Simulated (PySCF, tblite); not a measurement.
**C₇H₇Ga: geometry, infrared bands and NMR shifts**

Wanted: the infrared bands and NMR shifts of C₇H₇Ga (`C#C/C(C)=C/C#[C][GaH2]`), by calculation.

Programs: tblite 0.8.0 and PySCF 2.14.0, with density-fitted response routines of our own. Each step states its level of theory. These are calculated values for one molecule in the gas phase, unless marked as measured. Atoms are numbered from 0 throughout.

**1. The starting structure**

15 atoms, charge 0, multiplicity 1; geometry from: force field or distance geometry start.

Bonds of the start (Å): C0–C1 1.20, C1–C2 1.44, C2–C3 1.50, C2–C4 1.34, C4–C5 1.45, C5–C6 1.22, C6–Ga7 2.17, C0–H8 1.08, C3–H9 1.11, C3–H10 1.09, C3–H11 1.10, C4–H12 1.08, Ga7–H13 1.47, Ga7–H14 1.48.

**2. Optimising the geometry with GFN2-xTB**

What the job is given:

```
{"job": {"kind": "relax", "xc": "GFN2-xTB", "basis": "xTB"}, "charge": 0, "multiplicity": 1}
C     -2.751200    -2.687700     0.462800
C     -1.910400    -1.869400     0.194100
C     -0.881300    -0.902800    -0.079000
C     -0.815600    -0.394800    -1.491800
C     -0.058700    -0.466600     0.879400
C      0.905500     0.514400     0.433400
C      1.717400     1.355200     0.079500
Ga     3.142600     2.880500    -0.530500
H     -3.514100    -3.422400     0.681600
H     -1.783200    -0.562500    -2.000000
H     -0.526400     0.652200    -1.460700
H     -0.088800    -1.034700    -2.020900
H     -0.114900    -0.822500     1.901200
H      4.119600     2.672300     0.553300
H      2.555100     4.096800    -1.130200
```

On the command line:

```bash
> OMP_NUM_THREADS=1 python probes_run.py task.json out
```

One launch serves the whole session: the jobs run in the order shown.

**Question.** This job is followed by: GFN2-xTB harmonic vibrations, gas phase; GIAO PBE0/pcSseg-1 NMR shielding, non-relativistic, gas phase. What will the session give for the following? strongest single infrared mode (GFN2-xTB); zero-point energy (GFN2-xTB); ¹³C shifts against TMS (PBE0/pcSseg-1); ¹H shifts against TMS (PBE0/pcSseg-1, means over atoms taken as alike); shieldings of Ga (PBE0/pcSseg-1); surface potential, 1st and 99th percentile.

The runs gave:

| quantity | value |
| --- | --- |
| strongest single infrared mode (GFN2-xTB) | 1667 cm⁻¹, 755 km/mol |
| zero-point energy (GFN2-xTB) | 61.2 kcal/mol |
| ¹³C shifts against TMS (PBE0/pcSseg-1) | 144.1, 126.5, 124.8, 119.7, 96.0, 89.6, 24.2 ppm |
| ¹H shifts against TMS (PBE0/pcSseg-1, means over atoms taken as alike) | 6.27, 6.18, 3.22, 2.34 ppm |
| shieldings of Ga (PBE0/pcSseg-1) | Ga7 1263.7 ppm |
| surface potential, 1st and 99th percentile | -0.75 V and 2.60 V |

**Reading.** The optimisation took 118 steps and gained 0.842 eV; among the close pairs (by a distance rule), C6–Ga7 changed most, from 2.175 to 1.942 Å. All 39 modes are real, so the xTB geometry is a minimum. The strongest single mode, at 1667 cm⁻¹, moves mainly H13 and H14. GFN2-xTB is a fitted tight-binding method: band positions and strengths are rough. Its intensities can rank the bands wrongly. H12 (hydrogen on an alkene CH) lies farthest downfield among hydrogen, at 6.27 ppm; olefinic region. At PBE0/pcSseg-1: The largest span, 444 ppm, is at Ga7, where the paramagnetic term is -1373 ppm. At PBE0/pcSseg-1, counted by nearest atom on the grid, the HOMO lies on C6 25 %; C0, C2, C4 about 16 % each, the LUMO on Ga7 31 %; C2, C5, C6 about 11 % each. Spin-orbit coupling is left out, which matters for shieldings and couplings at and beside the heavy atoms.
